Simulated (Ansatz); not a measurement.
# SnO: the cost of one run

Program: Ansatz 0.2.0. Level of theory: DFT PBE+D3(BJ), scalar-relativistic, plane waves, PAW. These are calculated values, not measurements.

2 further runs of the same task are left out: 2 set aside as unsound or not needed.

### 1 Starting point

It takes space group P4/nmm (No. 129, tetragonal). Conventional cell: a = 3.802 Å, b = 3.802 Å, c = 4.836 Å, α = 90.00°, β = 90.00°, γ = 90.00°. Sn (site symmetry 4mm) is surrounded by 4 O at 2.22 Å. O (site symmetry -4m2) is surrounded by 4 Sn at 2.22 Å.

Coordinates:

```cif
data_structure
_symmetry_space_group_name_H-M 'P 1'
_symmetry_Int_Tables_number 1
_cell_length_a 3.8020
_cell_length_b 3.8020
_cell_length_c 4.8360
_cell_angle_alpha 90.000
_cell_angle_beta 90.000
_cell_angle_gamma 90.000
_cell_volume 69.91
loop_
_atom_site_label
_atom_site_type_symbol
_atom_site_fract_x
_atom_site_fract_y
_atom_site_fract_z
_atom_site_occupancy
Sn1 Sn 0.00000 0.50000 0.23850 1
Sn2 Sn 0.50000 0.00000 0.76150 1
O1 O 0.00000 0.00000 0.00000 1
O2 O 0.50000 0.50000 0.00000 1
```

Source of the structure: the Crystallography Open Database.

### 10 Plan of the scan

Atoms count from 1 in the order of the input.

The upper layer of a bilayer is slid over the lower one; relaxed at each slide: nothing; the origin of the map has Sn5 above Sn4; the distance between the facing planes is held at 4.20 Å.

- slide of the upper layer along the first cell vector, from Sn5 above Sn4: 8 values from 0.000 to 0.875, periodic
- slide of the upper layer along the second cell vector, from Sn5 above Sn4: 8 values from 0.000 to 0.875, periodic

Nothing else is relaxed. Points are written as (first, second).

The two vectors of the plane (Å): (3.820, 0.000, 0.000); (0.000, 3.820, 0.000).

(The set-up runs are not shown.)

### 11 Grid point (0/8, 0/8) of the map's two axes

Input file input.yaml:

```yaml
crystal:
  lattice:
    - [3.8201708766, 0.0, 0.0]
    - [0.0, 3.8201708766, 0.0]
    - [0.0, 0.0, 22.2260720666]
  atoms:
    - { symbol: Sn, position: [0.5, 0.0, 0.2024649244] }
    - { symbol: O, position: [0.0, 0.0, 0.2556240257] }
    - { symbol: O, position: [0.5, 0.5, 0.2556240257] }
    - { symbol: Sn, position: [0.0, 0.5, 0.308783127] }
    - { symbol: Sn, position: [0.0, 0.5, 0.4977503897] }
    - { symbol: O, position: [0.5, 0.5, 0.550909491] }
    - { symbol: O, position: [0.0, 0.0, 0.550909491] }
    - { symbol: Sn, position: [0.5, 0.0, 0.6040685923] }
basis:
  ecutwfc: 420
kpoints:
  mp_grid: { grid: [7, 7, 1] }
hamiltonian:
  xc: pbe
  pseudopotentials: { kind: paw, azcp: { folder: soft_1 } }
  dispersion: d3bj
scf:
  occupations: { method: gaussian, width: 0.05 }
output:
  forces: true
  eigenvalues: true
efield:
  axis: 3
  dipole_correction: true
  ramp_width: 0.04
```

On the command line:

```
ansatz run input.yaml --threads 1 --pin off --max-ram 3072MiB --backend cpu --events-out ev --progress --plain --runs-dir out
```

Q: Estimate wall time and peak memory on 1 thread of Arm Neoverse V1, shared host.

About 20 s, with a peak of 0.46 GiB.
